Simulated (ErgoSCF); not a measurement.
**One shape, several levels: InH2F (SMILES [H][In]([H])[F])**

Aim: a comparison of 3 runs (UPBE0/STO-3G, BHandH/3-21G, UKT3/3-21G) of InH2F. 

The results are computed with ErgoSCF 3.8.

4 further runs of the same task are left out: 1 that didn't finish, 3 set aside as unsound or not needed.

## (1) The molecule

InH2F: 4 atoms, total charge 0, spin state singlet. As SMILES, `[H][In]([H])[F]`. The shape comes from GFN2-xTB, which is rough for such elements, and wasn't checked as a minimum.

Bond lengths: In1–F4 1.946 Å, In1–H2 1.693 Å, In1–H3 1.691 Å. Angles: H2–In1–F4 114.4°, H3–In1–F4 114.5°, H2–In1–H3 131.1°.

## (2) The energy at UPBE0/STO-3G (run 1)

File ergo.in:

```
# single point, FH2In
set_nthreads("env")
molecule_inline
In     0.13073125     0.22172157    -0.00035905
H      3.30928839    -0.13940510     0.02566248
H     -1.68457746     2.85223923    -0.03564023
F     -1.75544219    -2.93457460     0.01031790
EOF
scf.convergence_threshold = 1e-06
XC.sparse_mode = 0
charge = 0
scf.max_no_of_diis_matrices = 25
basis = "STO-3G"
scf.starting_guess_disturbance = 0.2
scf.output_mulliken_pop = 1
scf.max_number_of_iterations = 60
tmpdir = "."
scf.force_unrestricted = 1
run "PBE0"
```

The basis set STO-3G is read from a file made from the Basis Set Exchange's data (not shown).

On the command line:

```console
$ ergo < ergo.in
```

The log of the run:

```text
[...]
INDF Weighted mixed functional:
[...]
INSC Energy   1 =      -5853.33167682253
[...]
INDE PURIFICATION CONVERGED after 38 iterations
[...]
INDE PURIFICATION CONVERGED after 43 iterations
[...]
INDE PURIFICATION CONVERGED after 29 iterations
[...]
INDE E(LUMO) - E(HOMO) <=          0.27856114829 =          7.58003503549 eV
[...]
INSC Energy  13 =      -5784.08067061468  ( diff     -0.000000000021828 )
[...]
RESC CONVERGED after  13 iterations.
RESC FINAL ENERGY:      -5784.08067061468
RESC FINAL <S2> =          0.00000000000
[...]
INSC SCF: dipole_moment_x [atomic units] =       0.08699754
INSC SCF: dipole_moment_y [atomic units] =       0.14872707
INSC SCF: dipole_moment_z [atomic units] =      -0.00007585
[...]
```

Wall time 7.5 s (1 thread of Arm Neoverse V2, shared host).

## (3) The energy at BHandH/3-21G (run 2)

File geom.xyz:

```xyz
4
FH2In
In     0.069180     0.117330    -0.000190
H      1.751200    -0.073770     0.013580
H     -0.891440     1.509340    -0.018860
F     -0.928940    -1.552910     0.005460
```

File input.ego:

```
set_nthreads("env")
tmpdir = "."
XC.sparse_mode = 0
basis = "3-21G"
XC.type = "GC2"
scf.max_number_of_iterations = 80
scf.output_mulliken_pop = 1
scf.use_diagonalization = 1
spin_polarization = 0
molecule "geom.xyz"
run "BHandH"
```

On the command line:

```console
$ ergo < input.ego
```

The log of the run:

```text
[...]
INDF Weighted mixed functional:
[...]
INSC Energy   1 =      -4815.27519768538
[...]
INDE E_LUMO =         -0.03300499948
[...]
INSC Energy  16 =      -5813.40446411294  ( diff     -0.000000000008185 )
[...]
RESC CONVERGED after  16 iterations.
RESC FINAL ENERGY:      -5813.40446411294
[...]
INSC SCF: dipole_moment_x [atomic units] =       0.45988530
INSC SCF: dipole_moment_y [atomic units] =       0.77460354
INSC SCF: dipole_moment_z [atomic units] =      -0.00213840
[...]
```

Wall time 6.6 s (1 thread of Arm Neoverse V2, shared host).

## (4) A single-point energy at UKT3/3-21G (run 3)

File job.ego:

```
set_nthreads(1)
molecule_inline
In   0.13073125   0.22172157  -0.00035905
H    3.30928839  -0.13940510   0.02566248
H   -1.68457746   2.85223923  -0.03564023
F   -1.75544219  -2.93457460   0.01031790
EOF
XC.type = "GC2"
scf.max_number_of_iterations = 80
scf.force_unrestricted = 1
basis = "3-21G"
scf.use_diagonalization = 1
spin_polarization = 0
charge = 0
scf.output_mulliken_pop = 1
use_6_d_functions = 1
scf.starting_guess_disturbance = 0.05
tmpdir = "."
run "KT3"
```

On the command line:

```console
$ ergo < job.ego
```

The log of the run:

```text
[...]
INMA  use_6_d_functions := 1
[...]
INSC Energy   1 =      -4938.95038782761
[...]
INDE E_LUMO =         -0.07947304638
[...]
INSC Energy  23 =      -5834.38003179543  ( diff      0.000000000000909 )
[...]
RESC CONVERGED after  23 iterations.
RESC FINAL ENERGY:      -5834.38003179543
RESC FINAL <S2> =          0.00000000000
[...]
INSC SCF: dipole_moment_x [atomic units] =       0.35691138
INSC SCF: dipole_moment_y [atomic units] =       0.60209541
INSC SCF: dipole_moment_z [atomic units] =      -0.00161807
[...]
```

Run time: 6.6 s. Hardware: 1 thread of Arm Neoverse V2, shared host.

## (5) Overview of the runs

| run | level | solver | integration grid | energy (Eh) | dipole moment (D) | wall time |
| --- | --- | --- | --- | --- | --- | --- |
| 1 | UPBE0/STO-3G | purification | Turbo | -5784.080671 | 0.44 | 7.5 s |
| 2 | BHandH/3-21G | diagonalisation | GC2 | -5813.404464 | 2.29 | 6.6 s |
| 3 | UKT3/3-21G | diagonalisation | GC2 | -5834.380032 | 1.78 | 6.6 s |

## (6) Outcome

```
            quantity           value
 run 3: total energy  -5834.38003 Eh
run 3: dipole moment          1.78 D
```

The dipole moment (its size) runs from 0.44 D (UPBE0/STO-3G) to 2.29 D (BHandH/3-21G). The two ends differ in method and basis. Totals of different functionals can't be ranked against each other. In run 1 the basis is minimal, so the values are rough. In runs 1, 2, 3 relativity is left out where basis or elements ask for it. All runs together took 21 s, the longest 7.5 s.
